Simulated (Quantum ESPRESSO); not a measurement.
# Si (Fd-3m) in Quantum ESPRESSO: notebook

One crystal, Si, is run at these levels: PBE, LDA; tasks: phonons.

Program: Quantum ESPRESSO 7.5. These are calculated values, not measurements. Logs are shortened: lines on timing, memory, paths and dates and some standing lists are left out, and cuts for length are marked.

### Step 1. Starting point

It takes space group Fd-3m (No. 227, cubic). The conventional cell has a = 5.404 Å, b = 5.404 Å, c = 5.404 Å, α = 90.00°, β = 90.00°, γ = 90.00°. Around Si (site symmetry -43m) lie 4 Si at 2.34 Å.

### Step 2. Phonons, PBE

pw.in reads:

```
&CONTROL
  calculation = 'scf'
  prefix = 'pwscf'
  outdir = './tmp'
  pseudo_dir = './pseudo'
  tprnfor = .true.
  tstress = .true.
  disk_io = 'low'
/
&SYSTEM
  ibrav = 0
  nat = 2
  ntyp = 1
  ecutwfc = 36
  nbnd = 9
  occupations = 'smearing'
  smearing = 'fd'
  degauss = 0.00073499
/
&ELECTRONS
  conv_thr = 4d-10
  electron_maxstep = 120
  mixing_beta = 0.5
/
ATOMIC_SPECIES
Si    28.0850 Si.upf
CELL_PARAMETERS angstrom
   0.0000000000    2.7019225000    2.7019225000
   2.7019225000    0.0000000000    2.7019225000
   2.7019225000    2.7019225000    0.0000000000
ATOMIC_POSITIONS crystal
Si     0.0000000000    0.0000000000    0.0000000000
Si     0.2500000000    0.2500000000    0.2500000000
K_POINTS automatic
10 10 10 1 1 1
```

scf2.in reads:

```
&CONTROL
  calculation = 'scf'
  prefix = 'pwscf'
  outdir = './tmp'
  pseudo_dir = './pseudo'
  tprnfor = .true.
  tstress = .true.
  disk_io = 'low'
/
&SYSTEM
  ibrav = 0
  nat = 2
  ntyp = 1
  ecutwfc = 36
  nbnd = 9
  occupations = 'fixed'
/
&ELECTRONS
  conv_thr = 1d-13
  electron_maxstep = 120
  mixing_beta = 0.5
  startingpot = 'file'
  startingwfc = 'file'
/
ATOMIC_SPECIES
Si    28.0850 Si.upf
CELL_PARAMETERS angstrom
   0.0000000000    2.7019225000    2.7019225000
   2.7019225000    0.0000000000    2.7019225000
   2.7019225000    2.7019225000    0.0000000000
ATOMIC_POSITIONS crystal
Si     0.0000000000    0.0000000000    0.0000000000
Si     0.2500000000    0.2500000000    0.2500000000
K_POINTS automatic
10 10 10 1 1 1
```

ph.in reads:

```
phonons of Si
&INPUTPH
  prefix = 'pwscf'
  outdir = './tmp'
  tr2_ph = 1d-18
  fildyn = 'dyn'
  niter_ph = 90
  alpha_mix(1) = 0.7
  epsil = .true.
/
0.0000000000 0.0000000000 0.0000000000
```

dynmat.in reads:

```
&INPUT
  fildyn = 'dyn'
  asr = 'crystal'
  lperm = .true.
  filout = 'dynmat.disp'
  fileig = 'dynmat.eig'
/
```

dynmat_lo.in reads:

```
&INPUT
  fildyn = 'dyn'
  asr = 'crystal'
  filout = 'dynmat_lo.disp'
  fileig = 'dynmat_lo.eig'
  q(1) = 0
  q(2) = 0
  q(3) = 1
/
```

Potentials or basis: PseudoDojo 0.4.1 SR PBE standard.

Run with:

```bash
> OMP_NUM_THREADS=1 pw.x -in pw.in > pw.out
> OMP_NUM_THREADS=1 pw.x -in scf2.in > scf2.out
> OMP_NUM_THREADS=1 ph.x -in ph.in > ph.out
> OMP_NUM_THREADS=1 dynmat.x -in dynmat.in > dynmat.out
> OMP_NUM_THREADS=1 dynmat.x -in dynmat_lo.in > dynmat_lo.out
```

pw.out:

```text
This program is part of the open-source Quantum ESPRESSO suite
     for quantum simulation of materials; please cite
[... 9 lines left out ...]
     --------------------
     sticks:   dense  smooth     PW     G-vecs:    dense   smooth      PW
     Sum         511     511    163                 7799     7799    1459

     Using Slab Decomposition

     bravais-lattice index     =            0
     lattice parameter (alat)  =       7.2208  a.u.
     unit-cell volume          =     266.2228 (a.u.)^3
     number of atoms/cell      =            2
     number of atomic types    =            1
     number of electrons       =         8.00
     number of Kohn-Sham states=            9
     kinetic-energy cutoff     =      36.0000  Ry
     charge density cutoff     =     144.0000  Ry
     scf convergence threshold =      4.0E-10
     mixing beta               =       0.5000
     number of iterations used =            8  plain     mixing
     Exchange-correlation= PBE
                           (   1   4   3   4   0   0   0)

     celldm(1)=   7.220824  celldm(2)=   0.000000  celldm(3)=   0.000000
     celldm(4)=   0.000000  celldm(5)=   0.000000  celldm(6)=   0.000000

     crystal axes: (cart. coord. in units of alat)
               a(1) = (   0.000000   0.707107   0.707107 )
               a(2) = (   0.707107   0.000000   0.707107 )
               a(3) = (   0.707107   0.707107   0.000000 )

     reciprocal axes: (cart. coord. in units 2 pi/alat)
               b(1) = ( -0.707107  0.707107  0.707107 )
               b(2) = (  0.707107 -0.707107  0.707107 )
               b(3) = (  0.707107  0.707107 -0.707107 )

     PseudoPot. # 1 for Si read from file:
     Si.upf
     Pseudo is Norm-conserving + core correction, Zval =  4.0
     Generated using ONCVPSP code by D. R. Hamann
     Using radial grid of 1510 points,  6 beta functions with:
                l(1) =   0
                l(2) =   0
                l(3) =   1
                l(4) =   1
                l(5) =   2
                l(6) =   2

     atomic species   valence    mass     pseudopotential
     Si                4.00    28.08500     Si( 1.00)

     48 Sym. Ops., with inversion, found (24 have fractional translation)

   Cartesian axes

     site n.     atom                  positions (alat units)
         1        Si     tau(   1) = (   0.0000000   0.0000000   0.0000000  )
         2        Si     tau(   2) = (   0.3535534   0.3535534   0.3535534  )

     number of k points=   110  Fermi-Dirac smearing, width (Ry)=  0.0007

     Number of k-points >= 100: set verbosity='high' to print them.

     Dense  grid:     7799 G-vectors     FFT dimensions: (  32,  32,  32)

     Initial potential from superposition of free atoms

     starting charge       7.9988, renormalised to       8.0000
     Starting wfcs are    8 randomized atomic wfcs +    1 random wfcs

     Self-consistent Calculation

     iteration #  1     ecut=    36.00 Ry     beta= 0.50
     Davidson diagonalization with overlap
     ethr =  1.00E-02,  avg # of iterations =  6.4

     Threshold (ethr) on eigenvalues was too large:
     Diagonalizing with lowered threshold

     Davidson diagonalization with overlap
     ethr =  6.87E-04,  avg # of iterations =  1.5

     total energy              =     -16.92420607 Ry
     estimated scf accuracy    <       0.05769810 Ry

     iteration #  2     ecut=    36.00 Ry     beta= 0.50
     Davidson diagonalization with overlap
     ethr =  7.21E-04,  avg # of iterations =  1.0

     total energy              =     -16.92365902 Ry
     estimated scf accuracy    <       0.00968029 Ry

     iteration #  3     ecut=    36.00 Ry     beta= 0.50
     Davidson diagonalization with overlap
     ethr =  1.21E-04,  avg # of iterations =  3.0

     total energy              =     -16.92410677 Ry
     estimated scf accuracy    <       0.00013738 Ry

     iteration #  4     ecut=    36.00 Ry     beta= 0.50
     Davidson diagonalization with overlap
     c_bands:  1 eigenvalues not converged
     c_bands:  1 eigenvalues not converged
     c_bands:  1 eigenvalues not converged
     c_bands:  1 eigenvalues not converged
     c_bands:  1 eigenvalues not converged
     ethr =  1.72E-06,  avg # of iterations =  7.0

     total energy              =     -16.92412004 Ry
     estimated scf accuracy    <       0.00000084 Ry

     iteration #  5     ecut=    36.00 Ry     beta= 0.50
     Davidson diagonalization with overlap
     c_bands:  1 eigenvalues not converged
     ethr =  1.05E-08,  avg # of iterations =  2.8

     total energy              =     -16.92412060 Ry
     estimated scf accuracy    <       0.00000004 Ry

     iteration #  6     ecut=    36.00 Ry     beta= 0.50
     Davidson diagonalization with overlap
     ethr =  5.47E-10,  avg # of iterations =  2.1

     total energy              =     -16.92412061 Ry
     estimated scf accuracy    <          8.4E-10 Ry

     iteration #  7     ecut=    36.00 Ry     beta= 0.50
     Davidson diagonalization with overlap
     ethr =  1.05E-11,  avg # of iterations =  3.4

     End of self-consistent calculation

     Number of k-points >= 100: set verbosity='high' to print the bands.

     the Fermi energy is     6.8317 ev

!    total energy              =     -16.92412061 Ry
     estimated scf accuracy    <          5.8E-11 Ry
     smearing contrib. (-TS)   =      -0.00000000 Ry
     internal energy E=F+TS    =     -16.92412061 Ry

     The total energy is F=E-TS. E is the sum of the following terms:
     one-electron contribution =       5.07427308 Ry
     hartree contribution      =       1.08222402 Ry
     xc contribution           =      -6.20036585 Ry
     ewald contribution        =     -16.88025187 Ry

     convergence has been achieved in   7 iterations

     Forces acting on atoms (cartesian axes, Ry/au):

     atom    1 type  1   force =     0.00000000    0.00000000    0.00000000
     atom    2 type  1   force =     0.00000000    0.00000000    0.00000000

     Total force =     0.000000     Total SCF correction =     0.000000

     Computing stress (Cartesian axis) and pressure

          total   stress  (Ry/bohr**3)                   (kbar)     P=       34.06
   0.00023155  -0.00000000  -0.00000000           34.06       -0.00       -0.00
  -0.00000000   0.00023155  -0.00000000           -0.00       34.06       -0.00
  -0.00000000  -0.00000000   0.00023155           -0.00       -0.00       34.06

=------------------------------------------------------------------------------=
   JOB DONE.
=------------------------------------------------------------------------------=
```

Wall time 5 min (1 thread of Arm Neoverse N1, shared host); peak memory 0.05 GiB.

What came out:

```
Free energy                             : -230.2644 eV
Pressure after relaxing                 : 3.4 GPa
Electronic dielectric tensor (diagonal) : 12.84
Born charges (mean of the diagonal)     : Si +0.00 e
Highest phonon frequency at Γ           : 521 cm⁻¹
Static dielectric tensor (diagonal)     : 12.84
```

Phonon frequencies in cm⁻¹ (negative: imaginary):
```tsv
q point	frequencies
(0.000, 0.000, 0.000)	-1 -1 -1 521 521 521
```

Electronic dielectric tensor:
```
12.84  0.00  0.00
 0.00 12.84  0.00
 0.00  0.00 12.84
```

Born effective charge tensors (e):
atom 1, Si
```
0.00 0.00 0.00
0.00 0.00 0.00
0.00 0.00 0.00
```
atom 2, Si
```
0.00 0.00 0.00
0.00 0.00 0.00
0.00 0.00 0.00
```

Optical modes at Γ, degenerate ones joined, polar ones without the macroscopic field:
| cm⁻¹ | components | symmetry | active in | IR intensity, summed ((D/Å)²/amu) |
| --- | --- | --- | --- | --- |
| 521 | 3 | T2g | Raman | 0.00 |

Static dielectric tensor, electrons and zone-centre modes:
```
12.84  0.00  0.00
 0.00 12.84  0.00
 0.00  0.00 12.84
```

Caveat: the cell is more than 3 GPa from zero pressure, which shifts response properties.

### Step 3. Phonons, LDA

pw.in, as its differences from that of step 2:

```diff
@@ -13,3 +13,3 @@
   ntyp = 1
-  ecutwfc = 36
+  ecutwfc = 32
   nbnd = 9
```

scf2.in, as its differences from that of step 2:

```diff
@@ -13,3 +13,3 @@
   ntyp = 1
-  ecutwfc = 36
+  ecutwfc = 32
   nbnd = 9
```

ph.in is that of step 2.

dynmat.in is that of step 2.

dynmat_lo.in is that of step 2.

Potentials or basis: PseudoDojo 0.4.1 SR LDA standard.

Run with:

```bash
> OMP_NUM_THREADS=1 pw.x -in pw.in > pw.out
> OMP_NUM_THREADS=1 pw.x -in scf2.in > scf2.out
> OMP_NUM_THREADS=1 ph.x -in ph.in > ph.out
> OMP_NUM_THREADS=1 dynmat.x -in dynmat.in > dynmat.out
> OMP_NUM_THREADS=1 dynmat.x -in dynmat_lo.in > dynmat_lo.out
```

pw.out:

```text
This program is part of the open-source Quantum ESPRESSO suite
     for quantum simulation of materials; please cite
[... 9 lines left out ...]
     --------------------
     sticks:   dense  smooth     PW     G-vecs:    dense   smooth      PW
     Sum         451     451    151                 6423     6423    1243

     Using Slab Decomposition

     bravais-lattice index     =            0
     lattice parameter (alat)  =       7.2208  a.u.
     unit-cell volume          =     266.2228 (a.u.)^3
     number of atoms/cell      =            2
     number of atomic types    =            1
     number of electrons       =         8.00
     number of Kohn-Sham states=            9
     kinetic-energy cutoff     =      32.0000  Ry
     charge density cutoff     =     128.0000  Ry
     scf convergence threshold =      4.0E-10
     mixing beta               =       0.5000
     number of iterations used =            8  plain     mixing
     Exchange-correlation= SLA  PW   NOGX NOGC
[... 57 lines left out ...]

     Davidson diagonalization with overlap
     ethr =  7.17E-04,  avg # of iterations =  1.4

     total energy              =     -17.05102249 Ry
     estimated scf accuracy    <       0.06036101 Ry
[... 39 lines left out ...]
     iteration #  7     ecut=    32.00 Ry     beta= 0.50
     Davidson diagonalization with overlap
     ethr =  2.96E-11,  avg # of iterations =  2.1

     End of self-consistent calculation

     Number of k-points >= 100: set verbosity='high' to print the bands.

     the Fermi energy is     6.3957 ev

!    total energy              =     -17.05076942 Ry
     estimated scf accuracy    <          2.1E-11 Ry
     smearing contrib. (-TS)   =      -0.00000000 Ry
     internal energy E=F+TS    =     -17.05076942 Ry

     The total energy is F=E-TS. E is the sum of the following terms:
     one-electron contribution =       4.96181164 Ry
     hartree contribution      =       1.08243679 Ry
     xc contribution           =      -6.21476596 Ry
     ewald contribution        =     -16.88025188 Ry

     convergence has been achieved in   7 iterations

     Forces acting on atoms (cartesian axes, Ry/au):

     atom    1 type  1   force =     0.00000000    0.00000000    0.00000000
     atom    2 type  1   force =     0.00000000    0.00000000    0.00000000

     Total force =     0.000000     Total SCF correction =     0.000000

     Computing stress (Cartesian axis) and pressure

          total   stress  (Ry/bohr**3)                   (kbar)     P=       -5.40
  -0.00003669   0.00000000   0.00000000           -5.40        0.00        0.00
   0.00000000  -0.00003669   0.00000000            0.00       -5.40        0.00
   0.00000000   0.00000000  -0.00003669            0.00        0.00       -5.40

=------------------------------------------------------------------------------=
   JOB DONE.
=------------------------------------------------------------------------------=
```

Wall time 4.7 min (1 thread of Arm Neoverse N1, shared host); peak memory 0.05 GiB.

What came out:

```
Free energy                             : -231.9875 eV
Pressure after relaxing                 : -0.5 GPa
Electronic dielectric tensor (diagonal) : 13.21
Born charges (mean of the diagonal)     : Si +0.00 e
Highest phonon frequency at Γ           : 511 cm⁻¹
Static dielectric tensor (diagonal)     : 13.21
```

Levels at points of the mesh, in eV from the valence-band top:
```tsv
k point	band 1	band 2	band 3	band 4	band 5	band 6	band 7	band 8
(0.05, 0.05, 0.05)	-11.97	-0.31	0.00	0.00	2.66	2.68	2.68	3.64
```

Phonon frequencies in cm⁻¹ (negative: imaginary):
```csv
q point,frequencies
"(0.000, 0.000, 0.000)",0 0 0 511 511 511
```

Electronic dielectric tensor:
```
13.21  0.00  0.00
 0.00 13.21  0.00
 0.00  0.00 13.21
```

Born effective charge tensors (e):
atom 1, Si
```
0.00 0.00 0.00
0.00 0.00 0.00
0.00 0.00 0.00
```
atom 2, Si
```
0.00 0.00 0.00
0.00 0.00 0.00
0.00 0.00 0.00
```

Optical modes at Γ, degenerate ones joined, polar ones without the macroscopic field:
```tsv
cm⁻¹	components	symmetry	active in	IR intensity, summed ((D/Å)²/amu)
511	3	T2g	Raman	0.00
```

Static dielectric tensor, electrons and zone-centre modes:
```
13.21  0.00  0.00
 0.00 13.21  0.00
 0.00  0.00 13.21
```
